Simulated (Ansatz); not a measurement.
Predict the output of the script below (Ansatz's Python interface).

Script `torsion.py`:
```python
# -*- coding: utf-8 -*-
"""Rigid torsion scan of FH5OSi3."""

from dataclasses import dataclass

import ansatz as az
from ase import Atoms


@dataclass(frozen=True)
class Options:
    basis_set: str = "cc-pVDZ"
    functional: str = "cam_b3lyp"
    force_tol: float = 0.02


opts = Options()

atoms = Atoms(["O", "Si", "Si", "Si", "F", "H", "H", "H", "H", "H"], positions=[
    [-1.0856, 0.3893, 1.9268],
    [0.26, 0.0767, 1.1055],
    [-0.0383, -1.2827, -0.7101],
    [0.5394, 0.9043, -0.9859],
    [-0.7648, 1.8003, -1.4411],
    [-1.8572, 0.8687, 1.4145],
    [1.4848, -0.1783, 1.9567],
    [1.1378, -2.242, -0.9311],
    [-1.4048, -1.7109, -0.896],
    [1.8118, 1.3233, -1.4364],
])

# relax first, so that the scan starts from a minimum
first = (
    az.Crystal.molecule_from_ase(atoms).calculation()
    .basis(gaussian=opts.basis_set)
    .functional(opts.functional)
    .relax(force_tolerance=opts.force_tol, max_steps=80)
)
atoms.positions = first.run(threads=1).report["positions_ang"]

start = atoms.get_dihedral(2, 1, 0, 5)
energies = {}
for turn in range(0, 360, 40):
    turned = atoms.copy()
    turned.set_dihedral(2, 1, 0, 5, start + turn, indices=[0, 5])
    model = (
        az.Crystal.molecule_from_ase(turned).calculation()
        .basis(gaussian=opts.basis_set)
        .functional(opts.functional)
    )
    energies[round((start + turn) % 360)] = model.run(threads=1).report["free_energy_ev"]
floor = min(energies.values())
print("dihedral Si2-Si1-O0-H5 (deg)   E - E(min) (kJ/mol)")
for angle, e in sorted(energies.items()):
    print(f"{angle:8d} {96.485332 * (e - floor):14.3f}  " + "#" * int(30 * (e - floor) / max(max(energies.values()) - floor, 1e-9)))
```

```console
$ python torsion.py
dihedral Si2-Si1-O0-H5 (deg)   E - E(min) (kJ/mol)
       1          2.563  #######
      41          6.902  ####################
      81          9.001  ###########################
     121          9.883  ##############################
     161          9.279  ############################
     201          7.950  ########################
     241          6.470  ###################
     281          2.689  ########
     321          0.000
```

The scan is rigid and the energies are electronic, in a modest basis. With rigid groups the curve can differ much from the relaxed path, the start wasn't checked as a minimum of this torsion, and equivalent turns needn't return to the same energy. Wall time of the script: 2.8 min on 1 thread of Intel(R) Xeon(R) Platinum 8259CL CPU @ 2.50GHz (Skylake/Cascade Lake), with other jobs on the host, peak memory 0.39 GiB.
